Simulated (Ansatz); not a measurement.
# NiMoIrPdW (P-3m1) in Ansatz: settings compared

One crystal, NiMoIrPdW, is run at these levels: LDA, PBEsol; tasks: band structure.

Everything below comes from runs of Ansatz 0.2.0. Logs are shortened: lines on timing, memory, paths and dates and some standing lists are left out, and cuts for length are marked.

### 1 Starting point

It takes space group P-3m1 (No. 164, trigonal). Conventional cell: a = 2.771 Å, b = 2.771 Å, c = 22.020 Å, α = 90.00°, β = 90.00°, γ = 120.00°. Around Ni (site symmetry 3m) lie 3 Mo at 2.55 Å and 3 Pd at 2.65 Å and 6 Ni at 2.77 Å. Around Mo (site symmetry 3m) lie 3 Ni at 2.55 Å and 3 Ir at 2.76 Å and 6 Mo at 2.77 Å. Pd (site symmetry 3m) has 3 Ni at 2.65 Å and 9 Pd at 2.77 to 2.84 Å as nearest neighbours. Ir (site symmetry 3m) is surrounded by 3 Mo at 2.76 Å and 3 W at 2.77 Å and 6 Ir at 2.77 Å. W (site symmetry 3m) has 3 Ir at 2.77 Å and 9 W at 2.77 to 2.93 Å as nearest neighbours.

The cell was built by a generator and needn't be a form met in nature.

### 2 Band structure, LDA, collinear spin, ferromagnetic start

The input, input.yaml:

```yaml
crystal:
  lattice:
    - [2.77085, 0.0, 0.0]
    - [-1.38543, 2.39963, 0.0]
    - [0.0, 0.0, 22.01961]
  atoms:
    - { symbol: Ni, position: [0.33333, 0.66667, 0.85081], spin: 1.0 }
    - { symbol: Ni, position: [0.66667, 0.33333, 0.14919], spin: 1.0 }
    - { symbol: Mo, position: [0.66667, 0.33333, 0.76059], spin: 1.0 }
    - { symbol: Mo, position: [0.33333, 0.66667, 0.23941], spin: 1.0 }
    - { symbol: Pd, position: [0.33333, 0.66667, 0.05329] }
    - { symbol: Pd, position: [0.66667, 0.33333, 0.94671] }
    - { symbol: Ir, position: [0.33333, 0.66667, 0.65827], spin: 0.6 }
    - { symbol: Ir, position: [0.66667, 0.33333, 0.34173], spin: 0.6 }
    - { symbol: W, position: [0.33333, 0.66667, 0.44418] }
    - { symbol: W, position: [0.66667, 0.33333, 0.55582] }
hamiltonian:
  xc: lda
  pseudopotentials: { kind: paw }
magnetization:
  spin_polarized: true
kpoints:
  mp_grid: { grid: [11, 11, 2] }
  band_path:
    path:
      - [[0.0, 0.0, 0.0], [0.5, 0.0, 0.0], [0.3333333333, 0.3333333333, 0.0], [0.0, 0.0, 0.0], [0.0, 0.0, 0.5], [0.5, 0.0, 0.5], [0.3333333333, 0.3333333333, 0.5], [0.0, 0.0, 0.5]]
      - [[0.5, 0.0, 0.5], [0.5, 0.0, 0.0]]
      - [[0.3333333333, 0.3333333333, 0.0], [0.3333333333, 0.3333333333, 0.5]]
    npoints: 10
scf:
  occupations: { method: fermi_dirac, width: 0.05 }
  n_extra_bands: 25
output:
  forces: true
  stress: true
  eigenvalues: true
  fatbands: false
```

Potentials or basis: Ansatz PAW.

On the command line:

```sh
> ansatz run input.yaml --threads 8 --pin off --max-ram 20480MiB --backend cpu --events-out ev --progress --plain --runs-dir out
```

The program printed:

```text
Warning: the atoms were moved onto the symmetric positions of the space group found under crystal.symmetry.tolerance 1.0e-5 (fractional; no operation is sought that the atoms, as they stand in a round, miss by more than twice it, and no atom is moved by as much as it), and the run uses the moved positions. Before a round's move an operation carried an atom to 2.77e-5 Å from where it should land, the largest such distance. Atom 0 (counting from 0) moved farthest, by 1.60e-5 Å; the longest move in fractions of the cell, of whichever atom, is 0.47 of the tolerance, in 1 round. To run the atoms as typed, lower crystal.symmetry.tolerance until the operations that they miss are no longer found, or set crystal.symmetry.detect: false (a key that needs symmetry detection or time reversal refuses this as the deck is read). The positions used, in the order of the run's atom list: position: [0.3333333333333333, 0.6666666666666666, 0.85081]; position: [0.6666666666666666, 0.3333333333333333, 0.14919]; position: [0.6666666666666666, 0.3333333333333333, 0.76059]; position: [0.3333333333333333, 0.6666666666666666, 0.23941]; position: [0.3333333333333333, 0.6666666666666666, 0.05329]; position: [0.6666666666666666, 0.3333333333333333, 0.94671]; position: [0.3333333333333333, 0.6666666666666666, 0.65827]; position: [0.6666666666666666, 0.3333333333333333, 0.34173]; position: [0.3333333333333333, 0.6666666666666666, 0.44418]; position: [0.6666666666666666, 0.3333333333333333, 0.55582]; The lattice was moved too: crystal.lattice keeps the space group found at crystal.symmetry.tolerance 1.0e-5 only nearly: the operation that it misses by the most changes a squared length by the fraction 4.62e-6. The run uses the lattice that is a stretch of the typed one, with no rotation, onto the one that keeps every operation to a double's rounding (on a very oblique basis the stretch itself rounds by more); the deck's lattice vector that moved farthest moved by 3.53e-6 Å. To run the lattice as typed, set crystal.symmetry.tolerance under 4.49e-7, the least fraction by which an operation that the lattice misses changes a squared length (the same key also sets how far an atom may lie from its image, so lowering it can lose operations that the atoms keep only within it), or set crystal.symmetry.detect: false, as for the atoms. crystal.lattice made exact, in Å and degrees: [[2.7708520264577463, 2.8867513459737068e-6, 0.0], [-1.3854285132288733, 2.399626801664327, 0.0], [0.0, 0.0, 22.01961]]. Pasted over the deck's crystal.lattice, beside positions in fractional coordinates, it runs the same cell (given as lengths and angles, that cell in the form's own orientation, a rigid turn of the misfit's size from the one run here, for which a checkpoint.post_process_only pass over this run's state can be refused: where this run relaxes nothing, give such a pass this deck's own crystal.lattice, as typed; behind a relaxation, as crystal.lattice, the state's own cell, identity.cell in its checkpoint.json), and a matrix so pasted ends this notice, except on a very skew basis of the lattice, where the rounding of the pasted numbers themselves can read as a misfit: the cell is then moved again, and that move is told again. The lattice as run is in this notice's lattice.as_run_ang field (Run.prep()["deck_notices"] in Python, the deck_notice line of an events file, deck_notices of ansatz run --dry-run=json, or deck_notices in record.json in the deck's checkpoint.write directory).
Warning: RAYON_NUM_THREADS=8 ignored (pool sized by the plan → 8); use --threads N
scf.n_extra_bands = 25 over 81 filled bands (N_el = 162.0): the run solves 106 bands
Engine: ansatz 0.2.0, aarch64-unknown-linux-gnu
Pseudopotentials: kind: paw
Pseudopotential: Ni, paw, valence charge 18, recommended cutoff 420 eV (normal), Ni.paw.azcp
Pseudopotential: Mo, paw, valence charge 14, recommended cutoff 420 eV (normal), Mo.paw.azcp
Pseudopotential: Pd, paw, valence charge 18, recommended cutoff 420 eV (normal), Pd.paw.azcp
Pseudopotential: Ir, paw, valence charge 17, recommended cutoff 420 eV (normal), Ir.paw.azcp
Pseudopotential: W, paw, valence charge 14, recommended cutoff 420 eV (normal), W.paw.azcp
Functional definition: SPW92
  exchange = slater_x
  correlation = pw_c
Crystal: 10 atoms, lattice volume = 146.409 Å³
Basis set: ecut = 420 eV, 2881 PW (Γ)
Bands: 106, of which v1, the nominal top of the filled ones, is band 81 counted from 1 (80 counted from 0)
Symmetry: 12 space group operations
Space group: P-3m1 (ITA 164), of the structure as read, at distance tolerance 5.3e-5 Å
Magnetic group: BNS 164.85 (UNI 1315), of the structure as read, at distance tolerance 5.3e-5 Å
k-points: 32 of 242
Non-local potential: Ni, projectors of the file, l = 0: 3, l = 1: 2, l = 2: 3, l = 3: 1
Non-local potential: Mo, projectors of the file, l = 0: 3, l = 1: 2, l = 2: 2, l = 3: 1
Non-local potential: Pd, projectors of the file, l = 0: 2, l = 1: 2, l = 2: 2, l = 3: 1
Non-local potential: Ir, projectors of the file, l = 0: 3, l = 1: 2, l = 2: 2, l = 3: 1
Non-local potential: W, projectors of the file, l = 0: 3, l = 1: 2, l = 2: 2, l = 3: 1
PAW form: soft (Blöchl's): semilocal exchange-correlation on the pseudo side does not see the compensation charge
PAW frozen core: Ni, regenerated for the run's functional, and the local potential with it (the file was generated under x = pbe(κ = 0.804, μ = 0.2195149727645171), c = pbe(β = 0.06672455060314922))
PAW frozen core: Mo, regenerated for the run's functional, and the local potential with it (the file was generated under x = pbe(κ = 0.804, μ = 0.2195149727645171), c = pbe(β = 0.06672455060314922))
PAW frozen core: Pd, regenerated for the run's functional, and the local potential with it (the file was generated under x = pbe(κ = 0.804, μ = 0.2195149727645171), c = pbe(β = 0.06672455060314922))
[... 43 lines left out ...]
E sigma→0 (E₀):  -78507.806633 eV
Entropy (-TS):   -0.087318 eV (-8.732 meV/atom)
Fermi energy:    20.398101 eV
--- Per-component energies (eV) ---
  E_band       = -1391.074438
  E_kinetic    = 4618.740738
  E_local      = -21081.387780  (includes V_loc(G=0)·N_el)
  E_nonlocal   = 2192.505178
  E_hartree    = 8901.156476
  E_xc         = -1929.851509
  E_vxc        = -2173.438855  (∫ρ·V_xc dr)
  E_paw        = -51077.731116  (= ΣΔE_a)
  E_vpaw       = -2749.822508  (= ΣTr[D̂ρ^β])
  E_aug_tail   = 0.001264  (compensation charges beyond the density's cutoff)
  E_ewald      = -20135.761076
  E_core_change = 4.564851  (= ΣΔE_core)
  E_smearing   = -0.087318  (= −TS)
  E_closure    = -0.000000  (closes the sum)
  Σ components = -78507.850292   (vs F -78507.850292, Δ=0.00e0)
--- Forces (eV/Å), atoms counted from 1 ---
  atom   1  Ni     0.00000000    -0.00000000    -0.04717923
  atom   2  Ni     0.00000000     0.00000000     0.04717923
  atom   3  Mo     0.00000000    -0.00000000    -0.01834526
  atom   4  Mo     0.00000000     0.00000000     0.01834526
  atom   5  Pd     0.00000000     0.00000000     0.04723397
  atom   6  Pd    -0.00000000    -0.00000000    -0.04723397
  atom   7  Ir     0.00000000     0.00000000    -0.04919353
  atom   8  Ir    -0.00000000    -0.00000000     0.04919353
  atom   9  W      0.00000000     0.00000000    -0.23071083
  atom  10  W      0.00000000    -0.00000000     0.23071083
  max |Σ_I F_I| component: 6.94e-18 eV/Å
--- Stress (GPa, compression-positive) ---
      -14.062448       0.000000      -0.000000
        0.000000     -14.062448       0.000000
       -0.000000       0.000000     -15.465258
  P = ⅓ Tr σ = -14.5301 GPa (-145.301 kbar)
--- Band table (eV; the first three rows and the last of 64) ---
  k-point 0 ↑: bands = ["-81.8158", "-81.8158", "-72.0820", "-72.0820", "-63.4499", "-63.4320", "-53.3221", "-53.2848", "-42.8464", "-42.8464", "-42.5112", "-42.5112", "-42.5112", "-42.5112", "-40.4452", "-40.4452", "-29.2712", "-29.1190", "-29.0858", "-29.0858", "-29.0661", "-29.0661", "-28.8953", "-28.8952", "-28.6290", "-28.6290", "-28.6290", "-28.6290", "-17.8939", "-17.4256", "-16.9463", "-16.9463", "-16.8978", "-16.8978", "-14.6590", "-14.6590", "-13.8907", "-13.8907", "-13.8907", "-13.8907", "10.9925", "11.5027", "12.8702", "13.3019", "13.5942", "13.8860", "14.5102", "15.0442", "15.5603", "15.6362", "17.2855", "17.2855", "17.2985", "17.2985", "17.5459", "17.5771", "17.6866", "17.7419", "17.7419", "17.8920", "17.8920", "18.4247", "18.4555", "18.4555", "18.4968", "18.5340", "18.5340", "18.7981", "18.7981", "18.8519", "18.8519", "18.9238", "18.9238", "18.9340", "18.9956", "18.9956", "19.0189", "19.5235", "19.5235", "19.8563", "19.8563", "19.8690", "20.1885", "20.1885", "20.2428", "20.2428", "20.2657", "20.7033", "20.7033", "20.7970", "20.7970", "21.4628", "22.8698", "22.8698", "22.9070", "22.9070", "23.2775", "23.2775", "24.2465", "24.2465", "28.6106", "30.5120", "31.3091", "33.0506", "33.1958", "33.4346"]
  k-point 1 ↑: bands = ["-81.8158", "-81.8158", "-72.0820", "-72.0820", "-63.4499", "-63.4320", "-53.3221", "-53.2848", "-42.8464", "-42.8464", "-42.5112", "-42.5112", "-42.5112", "-42.5112", "-40.4452", "-40.4452", "-29.2712", "-29.1190", "-29.0858", "-29.0858", "-29.0661", "-29.0661", "-28.8953", "-28.8952", "-28.6290", "-28.6290", "-28.6290", "-28.6290", "-17.8939", "-17.4256", "-16.9463", "-16.9463", "-16.8978", "-16.8978", "-14.6590", "-14.6590", "-13.8907", "-13.8907", "-13.8907", "-13.8907", "10.9930", "11.5006", "12.9195", "13.1980", "13.6488", "13.8850", "14.5485", "14.9988", "15.5519", "15.6511", "17.2854", "17.2854", "17.2986", "17.2986", "17.5545", "17.5665", "17.6595", "17.7418", "17.7418", "17.8920", "17.8920", "18.4476", "18.4476", "18.4672", "18.5502", "18.5502", "18.5580", "18.8138", "18.8138", "18.8205", "18.8205", "18.8839", "18.8839", "18.9282", "19.0606", "19.0606", "19.1207", "19.4419", "19.4815", "19.4815", "19.9128", "19.9128", "20.1227", "20.1227", "20.2755", "20.2755", "20.6468", "20.7049", "20.7049", "20.7963", "20.7963", "21.3367", "22.8696", "22.8696", "22.9072", "22.9072", "23.2775", "23.2775", "24.2465", "24.2465", "28.7267", "30.0374", "32.3568", "32.4189", "33.0647", "33.4344"]
  k-point 2 ↑: bands = ["-81.8154", "-81.8154", "-72.0794", "-72.0794", "-63.4469", "-63.4297", "-53.3133", "-53.2773", "-42.8457", "-42.8457", "-42.5153", "-42.5153", "-42.5122", "-42.5122", "-40.4303", "-40.4303", "-29.2661", "-29.1265", "-29.1017", "-29.0922", "-29.0891", "-29.0713", "-28.8899", "-28.8898", "-28.6687", "-28.6687", "-28.6386", "-28.6386", "-17.8734", "-17.4238", "-17.0395", "-16.9938", "-16.9705", "-16.9178", "-14.6439", "-14.6439", "-13.9919", "-13.9919", "-13.9137", "-13.9137", "11.3146", "11.8068", "13.1602", "13.5708", "13.8260", "14.1975", "14.7702", "15.2977", "15.7337", "15.8081", "17.0428", "17.0801", "17.4524", "17.5237", "17.5376", "17.5463", "17.5833", "17.6195", "17.7158", "17.8935", "17.9013", "18.0409", "18.1375", "18.3905", "18.4807", "18.4924", "18.5823", "18.6165", "18.6298", "18.7841", "18.8645", "18.8722", "18.8918", "18.9198", "18.9653", "18.9855", "19.3488", "19.4161", "19.5128", "19.5374", "19.7631", "19.9456", "19.9636", "20.0407", "20.2308", "20.3613", "20.4787", "20.6977", "20.8104", "20.8716", "20.9570", "21.7156", "22.7881", "22.8778", "22.9448", "23.2116", "23.5066", "23.5990", "24.2780", "24.8516", "28.6630", "30.5565", "31.3572", "33.4357", "33.5745", "34.1511"]
  k-point 31 ↓: bands = ["-81.8102", "-81.8102", "-72.0454", "-72.0454", "-63.4044", "-63.4026", "-53.1899", "-53.1861", "-42.8366", "-42.8366", "-42.5521", "-42.5521", "-42.5421", "-42.5421", "-40.2330", "-40.2330", "-29.3252", "-29.3090", "-29.2694", "-29.2425", "-29.1473", "-29.1334", "-29.0156", "-29.0156", "-28.9217", "-28.9217", "-28.8195", "-28.8195", "-17.8850", "-17.8392", "-17.6708", "-17.5991", "-17.4343", "-17.3986", "-14.8466", "-14.8466", "-14.6132", "-14.6132", "-14.4450", "-14.4450", "15.2164", "15.2572", "15.4815", "15.6801", "15.9205", "15.9851", "16.1048", "16.1267", "16.3069", "16.5453", "16.5515", "16.6514", "16.7869", "16.8086", "16.8550", "17.2236", "17.2889", "17.3286", "17.3791", "17.5340", "17.9440", "17.9971", "18.1026", "18.1259", "18.2462", "18.2681", "18.2817", "18.3145", "18.6970", "18.7081", "18.9027", "19.1799", "19.4743", "19.8516", "19.8910", "19.9948", "20.1359", "20.2513", "20.2847", "20.5371", "20.5630", "20.8333", "21.4834", "21.9525", "21.9700", "22.2876", "22.2908", "22.6483", "23.5810", "23.9984", "24.9819", "25.3105", "25.3532", "25.3770", "26.5234", "26.5834", "26.9773", "26.9975", "27.4209", "27.5215", "28.3065", "28.4192", "28.9069", "29.0220", "29.7229", "29.7749"]
```

Run time: 30 s. Hardware: 8 threads of Arm Neoverse V1, shared host; peak memory 1.7 GiB.

What came out:

- Free energy: -78507.8503 eV
- Pressure: -14.5 GPa
- Largest force: 0.231 eV/Å
- Band gap on the k mesh: none (metal or under the smearing width)
- Net moment: 0.00 μB per cell
- Absolute moment: 0.00 μB per cell

Forces in eV/Å, atoms in the order of the input:
```
Ni   0.000  0.000 -0.047
Ni   0.000  0.000  0.047
Mo   0.000  0.000 -0.018
Mo   0.000  0.000  0.018
Pd   0.000  0.000  0.047
Pd   0.000  0.000 -0.047
Ir   0.000  0.000 -0.049
Ir   0.000  0.000  0.049
W    0.000  0.000 -0.231
W    0.000  0.000  0.231
```

Stress tensor (GPa, compression positive):
```
-14.06   0.00   0.00
  0.00 -14.06   0.00
  0.00   0.00 -15.47
```

Levels at the corners of the path, in eV from the Fermi level:
Spin up:
```
point  band 78  band 79  band 80  band 81  band 82  band 83  band 84  band 85
    Γ    -0.87    -0.87    -0.54    -0.54    -0.53    -0.21    -0.21    -0.16
    M     0.16     0.71     1.01     1.07     1.24     1.43     1.53     1.70
    K    -0.12    -0.07    -0.07    -0.05     0.51     0.98     1.52     1.52
    Γ    -0.87    -0.87    -0.54    -0.54    -0.53    -0.21    -0.21    -0.16
    A    -0.96    -0.92    -0.92    -0.49    -0.49    -0.28    -0.28    -0.12
    L     0.46     0.73     0.95     1.07     1.19     1.24     1.65     1.69
    H    -0.11    -0.07    -0.07    -0.04     0.43     1.05     1.52     1.52
    A    -0.96    -0.92    -0.92    -0.49    -0.49    -0.28    -0.28    -0.12
    L     0.46     0.73     0.95     1.07     1.19     1.24     1.65     1.69
    M     0.16     0.71     1.01     1.07     1.24     1.43     1.53     1.70
    K    -0.12    -0.07    -0.07    -0.05     0.51     0.98     1.52     1.52
    H    -0.11    -0.07    -0.07    -0.04     0.43     1.05     1.52     1.52
```
Spin down:
```
point  band 79  band 80  band 81  band 82  band 83  band 84
    Γ    -0.87    -0.54    -0.54    -0.53    -0.21    -0.21
    M     0.71     1.01     1.07     1.24     1.43     1.53
    K    -0.07    -0.07    -0.05     0.51     0.98     1.52
    Γ    -0.87    -0.54    -0.54    -0.53    -0.21    -0.21
    A    -0.92    -0.92    -0.49    -0.49    -0.28    -0.28
    L     0.73     0.95     1.07     1.19     1.24     1.65
    H    -0.07    -0.07    -0.04     0.43     1.05     1.52
    A    -0.92    -0.92    -0.49    -0.49    -0.28    -0.28
    L     0.73     0.95     1.07     1.19     1.24     1.65
    M     0.71     1.01     1.07     1.24     1.43     1.53
    K    -0.07    -0.07    -0.05     0.51     0.98     1.52
    H    -0.07    -0.07    -0.04     0.43     1.05     1.52
```

Caveat: spin-orbit coupling is left out, which moves the levels of the heavy elements; the PAW data sets come from PBE, with cores solved anew for the run's functional, which leaves a small shift of forces and pressure; the starting moments weren't kept.

[end of part 1 of 2]
